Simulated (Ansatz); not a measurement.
Run this with Ansatz 0.2.0 through its Python package and show what comes out.

The script, `report.py`:
```python
# -*- coding: utf-8 -*-
"""Electronic structure of LaZn, looked at from several sides."""

from collections import Counter
from dataclasses import dataclass
from pathlib import Path
import json

import ansatz as az
from ase import Atoms
from ase.io.cube import read_cube_data
from ase.units import Bohr
import numpy as np
import pandas as pd
from pymatgen.core import Structure


@dataclass
class RunConfig:
    xc: str = "LDA"
    smearing: str = "Marzari-Vanderbilt"
    kgrid: tuple[int, ...] = (7, 7, 7)


settings = RunConfig()


def main():
    atoms = Atoms(
        ["La", "Zn"],
        scaled_positions=[
            (0.5, 0.5, 0.5),
            (0.0, 0.0, 0.0),
        ],
        cell=[
            (3.75, 0.0, 0.0),
            (0.0, 3.75, 0.0),
            (0.0, 0.0, 3.75),
        ],
        pbc=True,
    )
    structure = az.Crystal.from_ase(atoms)

    model = (
        structure.calculation()
        .functional(settings.xc)
        .occupations(settings.smearing)
        .basis(41 * az.Ry)
        .kpoints(*settings.kgrid)
        .pseudopotentials("paw")
        .compute(density_of_states={"energy_step": 0.05, "projected": True}, density=True, output_files={"volumetric_format": "cube"}, bader_charges=True)
    )
    res = model.run(events_out="events.ndjson")
    data = res.report
    with open("events.ndjson") as stream:
        kinds = Counter(json.loads(line)["event"] for line in stream)
    print("events:", {kind: kinds[kind] for kind in ("scf_iter", "scf_done", "notice", "finished")})

    for key in ("converged", "n_iterations", "n_electrons", "n_kpoints", "n_pw", "n_symmetry_ops", "free_energy_ev", "fermi_energy_ev"):
        print(f"{key:18s} {data[key]}")

    final = Structure(res.lattice.cell_ang, [s.symbol for s in res.lattice.sites], [s.position_frac for s in res.lattice.sites])
    # count neighbours out to a fixed multiple of the shortest distance
    for index, (site, neighbours) in enumerate(zip(final, final.get_all_neighbors(5.5))):
        first = min(n.nn_distance for n in neighbours)
        shell = [n for n in neighbours if n.nn_distance < 1.15 * first]
        mean = sum(n.nn_distance for n in shell) / len(shell)
        print(f"atom {index} {site.specie.symbol}: {len(shell)} neighbours within 1.15 of the shortest distance, mean {mean:.3f} A")

    # first and second moments of the projected d states
    dos = res.density_of_states()
    energy = np.asarray(dos.energies_ev) - dos.fermi_ev
    window = (energy > -12) & (energy < 3)
    for index, site in enumerate(res.projected_density_of_states().sites):
        for shell in site.shells:
            if shell.l == 2:
                g = sum(np.sum(part.g_bin_mean_per_ev, axis=0) for part in shell.curves)[window]
                if g.sum() > 1e-6:
                    centre = (g * energy[window]).sum() / g.sum()
                    width = np.sqrt((g * (energy[window] - centre) ** 2).sum() / g.sum())
                    print(f"site {index} {site.species} {shell.label}: centre {centre:.3f} eV, rms width {width:.3f} eV")

    # cube files hold the density in electrons per cubic bohr
    folder = Path(res.write_results("cubes"))
    print("\n".join((folder / "rho.cube").read_text().splitlines()[: 6 + 2]))
    values, cube_atoms = read_cube_data(str(folder / "rho.cube"))
    print("electrons from the file:", round(values.mean() * cube_atoms.get_volume() / Bohr ** 3, 3))

    basins = res.bader_charges()
    frame = pd.DataFrame([(a.symbol, a.partial_charge_e, a.basin.volume_ang3) for a in basins.atoms], columns=["atom", "charge (e)", "volume (A^3)"])
    print(frame.round(3).to_string())
    print("sum of charges", round(frame["charge (e)"].sum(), 4), " sum of volumes", round(frame["volume (A^3)"].sum(), 3))


if __name__ == "__main__":
    main()
```

Output of `python report.py`:
```text
events: {'scf_iter': 7, 'scf_done': 1, 'notice': 2, 'finished': 1}
converged          True
n_iterations       7
n_electrons        23.0
n_kpoints          20
n_pw               1575
n_symmetry_ops     48
free_energy_ev     -9322.877147483934
fermi_energy_ev    10.441932958512616
atom 0 La: 8 neighbours within 1.15 of the shortest distance, mean 3.248 A
atom 1 Zn: 8 neighbours within 1.15 of the shortest distance, mean 3.248 A
site 0 La 5D: centre -0.454 eV, rms width 1.761 eV
site 1 Zn 3D: centre -6.884 eV, rms width 0.488 eV
ansatz rho
values in e/bohr^3 (x slowest, z fastest)
    2    0.000000    0.000000    0.000000
   30    0.236216    0.000000    0.000000
   30    0.000000    0.236216    0.000000
   30    0.000000    0.000000    0.236216
   57   57.000000    3.543236    3.543236    3.543236
   30   30.000000    0.000000    0.000000    0.000000
electrons from the file: 23.0
  atom  charge (e)  volume (A^3)
0   La       0.961        26.833
1   Zn      -0.961        25.901
sum of charges 0.0  sum of volumes 52.734
```

Caveats:
- Absolute energies stand on the zero of these potentials, so only differences at equal settings mean something. A total without «per atom» is that of the cell as typed.
- For a metal this k-point mesh is coarse: on a finer one energies can move by several to tens of meV an atom and pressures by half a GPa or more, differences at one mesh by less.
- An absolute Fermi energy rests on an arbitrary zero of the periodic potential and has no direct meaning.
- Projections exist only for the shells that the potentials hold, some of them semicore, and samples at single energies can miss narrow peaks.
- Bader volumes count only the part of each basin above a small density, so their sum can fall short of the cell.
- Densities and potentials on the grid are those of the valence electrons, and inside the cores they hang on the potentials used.
- The starting cell is as deposited in a crystallographic database; the results hold for this polymorph, which needn't be the stable one.
- The computed bands are complete only to about 1.6 eV above the Fermi level; beyond that the density of states is undercounted.
- A band centre counts only the states inside the window taken.
- Timing: 10 s on 1 thread of Arm Neoverse V1, on a shared host, peak memory 0.49 GiB.

(A comment or docstring line of the script was reworded after the run, the code is as it ran; lines on the test bed's own set-up are left out of the output.)
